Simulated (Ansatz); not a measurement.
**Molecular dynamics of MgH₁₂Cl₂O₆**

Input:

```yaml
accuracy: low
crystal:
  lattice:
    - [5.067312, -3.641937, 0.0]
    - [5.067312, 3.641937, 0.0]
    - [-0.423841, 0.0, 6.217564]
  atoms:
    - { symbol: Mg, position: [0.0, 0.0, 0.0] }
    - { symbol: H, position: [0.238743, 0.238743, 0.261061] }
    - { symbol: H, position: [0.761257, 0.761257, 0.738939] }
    - { symbol: H, position: [0.271432, 0.271432, 0.006718] }
    - { symbol: H, position: [0.728568, 0.728568, 0.993282] }
    - { symbol: H, position: [0.323589, 0.720729, 0.279657] }
    - { symbol: H, position: [0.720729, 0.323589, 0.279657] }
    - { symbol: H, position: [0.676411, 0.279271, 0.720343] }
    - { symbol: H, position: [0.279271, 0.676411, 0.720343] }
    - { symbol: H, position: [0.080551, 0.68407, 0.317279] }
    - { symbol: H, position: [0.68407, 0.080551, 0.317279] }
    - { symbol: H, position: [0.919449, 0.31593, 0.682721] }
    - { symbol: H, position: [0.31593, 0.919449, 0.682721] }
    - { symbol: Cl, position: [0.317609, 0.317609, 0.612404] }
    - { symbol: Cl, position: [0.682391, 0.682391, 0.387596] }
    - { symbol: O, position: [0.199525, 0.199525, 0.109239] }
    - { symbol: O, position: [0.800475, 0.800475, 0.890761] }
    - { symbol: O, position: [0.163999, 0.750931, 0.221343] }
    - { symbol: O, position: [0.750931, 0.163999, 0.221343] }
    - { symbol: O, position: [0.836001, 0.249069, 0.778657] }
    - { symbol: O, position: [0.249069, 0.836001, 0.778657] }
basis:
  ecutwfc: 500.0
kpoints:
  mp_grid: { grid: [2, 2, 2] }
hamiltonian:
  xc: r2scan
scf:
  occupations: { method: fermi_dirac, width: 0.05 }
  lower_state_search: "off"
  max_iter: 54
md:
  timestep: 0.5
  n_steps: 110
  ensemble: nvt_nose_hoover
  temperature: 700.0
  initial_velocities: maxwell_boltzmann
  seed: 968215
  nose_hoover: { tau: 10.0, chain_length: 1 }
```

Command:

```bash
$ ansatz run input.yaml --threads 1 --pin off --max-ram 3072MiB --backend cpu --events-out ev --progress --plain --runs-dir out
```

It starts from an unrelaxed structure (largest force component 1.23 eV/Å).

Output, in part (step lines):

```
md step     0: t =     0.00 fs  T =   700.0 K  F+E_penalty+E_count = -7706.38133604 eV  E_kin = 1.809640 eV  conserved = -7704.57169605 eV  (8 SCF iters)
md step     1: t =     0.50 fs  T =   725.8 K  F+E_penalty+E_count = -7706.45088560 eV  E_kin = 1.876253 eV  conserved = -7704.57458893 eV  (8 SCF iters)
md step     2: t =     1.00 fs  T =   722.4 K  F+E_penalty+E_count = -7706.44382934 eV  E_kin = 1.867558 eV  conserved = -7704.57588944 eV  (8 SCF iters)
md step     3: t =     1.50 fs  T =   685.4 K  F+E_penalty+E_count = -7706.34653379 eV  E_kin = 1.771879 eV  conserved = -7704.57370745 eV  (8 SCF iters)
md step     4: t =     2.00 fs  T =   629.7 K  F+E_penalty+E_count = -7706.19775615 eV  E_kin = 1.627994 eV  conserved = -7704.56848567 eV  (8 SCF iters)
md step     5: t =     2.50 fs  T =   585.4 K  F+E_penalty+E_count = -7706.07829623 eV  E_kin = 1.513303 eV  conserved = -7704.56418183 eV  (6 SCF iters)
md step     6: t =     3.00 fs  T =   575.9 K  F+E_penalty+E_count = -7706.05264266 eV  E_kin = 1.488816 eV  conserved = -7704.56464784 eV  (4 SCF iters)
md step     7: t =     3.50 fs  T =   599.3 K  F+E_penalty+E_count = -7706.11464902 eV  E_kin = 1.549399 eV  conserved = -7704.56903411 eV  (4 SCF iters)
[... lines left out ...]
md step   110: t =    55.00 fs  T =   679.2 K  F+E_penalty+E_count = -7704.61939266 eV  E_kin = 1.755831 eV  conserved = -7704.56962560 eV  (8 SCF iters)
```

The steps, from the saved trajectory:

| time (fs) | T (K) | potential energy less start (eV) | conserved less start (meV/atom) |
| --- | --- | --- | --- |
| 0.0 | 700 | 0.000 | 0.00 |
| 1.5 | 685 | 0.035 | -0.10 |
| 3.0 | 576 | 0.329 | 0.34 |
| 4.5 | 648 | 0.145 | -0.15 |
| 6.0 | 558 | 0.402 | 0.16 |
| 7.5 | 492 | 0.605 | 0.28 |
| 9.0 | 585 | 0.406 | 0.07 |
| 10.5 | 607 | 0.410 | -0.14 |
| 12.0 | 483 | 0.810 | 0.43 |
| 13.5 | 575 | 0.644 | -0.13 |
| 15.0 | 500 | 0.944 | 0.23 |
| 16.5 | 440 | 1.201 | 0.44 |
| 18.0 | 611 | 0.883 | 0.19 |
| 19.5 | 738 | 0.738 | -0.08 |
| 21.0 | 679 | 1.092 | 0.68 |
| 22.5 | 904 | 0.702 | -0.07 |
| 24.0 | 866 | 1.024 | 0.36 |
| 25.5 | 742 | 1.518 | 0.77 |
| 27.0 | 928 | 1.191 | 0.44 |
| 28.5 | 1087 | 0.933 | -0.06 |
| 30.0 | 925 | 1.475 | 0.96 |
| 31.5 | 1118 | 1.013 | 0.07 |
| 33.0 | 1036 | 1.221 | 0.27 |
| 34.5 | 720 | 2.001 | 0.90 |
| 36.0 | 759 | 1.843 | 0.59 |
| 37.5 | 852 | 1.523 | -0.04 |
| 39.0 | 643 | 2.007 | 0.83 |
| 40.5 | 748 | 1.657 | 0.17 |
| 42.0 | 715 | 1.664 | 0.14 |
| 43.5 | 475 | 2.238 | 0.71 |
| 45.0 | 512 | 2.105 | 0.46 |
| 46.5 | 596 | 1.857 | 0.00 |
| 48.0 | 471 | 2.185 | 0.71 |
| 49.5 | 610 | 1.825 | 0.16 |
| 51.0 | 659 | 1.721 | 0.21 |
| 52.5 | 556 | 2.020 | 0.56 |
| 54.0 | 592 | 1.961 | 0.51 |

The run went to its last step. The conserved energy stayed within 0.96 meV per atom of its start (net change 0.099 meV per atom), so the integration is sound. A run of 0.055 ps of so small a system gives no equilibrium averages. Limits of this set-up: coarse k mesh, low accuracy level.

Mean squared displacements from the first frame to the last, about the centre of mass: Mg 0.03 Å², H 0.60 Å², Cl 0.12 Å², O 0.30 Å².

Last frame:

```xyz
21
Lattice="5.0673 -3.6419 0.0000 5.0673 3.6419 0.0000 -0.4238 0.0000 6.2176" Properties=species:S:1:pos:R:3
Mg 0.155 0.062 0.013
H 1.896 -0.182 2.046
H 7.787 -0.349 4.215
H 2.594 0.258 0.808
H 7.050 -0.531 5.427
H 4.680 1.735 1.990
H 4.054 -1.203 1.409
H 3.987 -1.694 5.028
H 4.976 1.449 4.716
H 3.438 2.758 1.714
H 3.046 -2.317 1.659
H 5.247 -1.589 4.304
H 6.356 2.342 4.327
Cl 3.213 -0.187 3.641
Cl 6.948 -0.059 2.674
O 1.727 -0.003 1.130
O 7.990 -0.335 5.173
O 4.226 2.331 1.323
O 3.825 -2.049 0.954
O 4.928 -1.887 5.170
O 5.403 2.350 4.645
```

Time of the run: 9.7 min on 1 thread of Intel(R) Xeon(R) 6975P-C (Granite Rapids), on a shared host, peak memory 0.85 GiB.
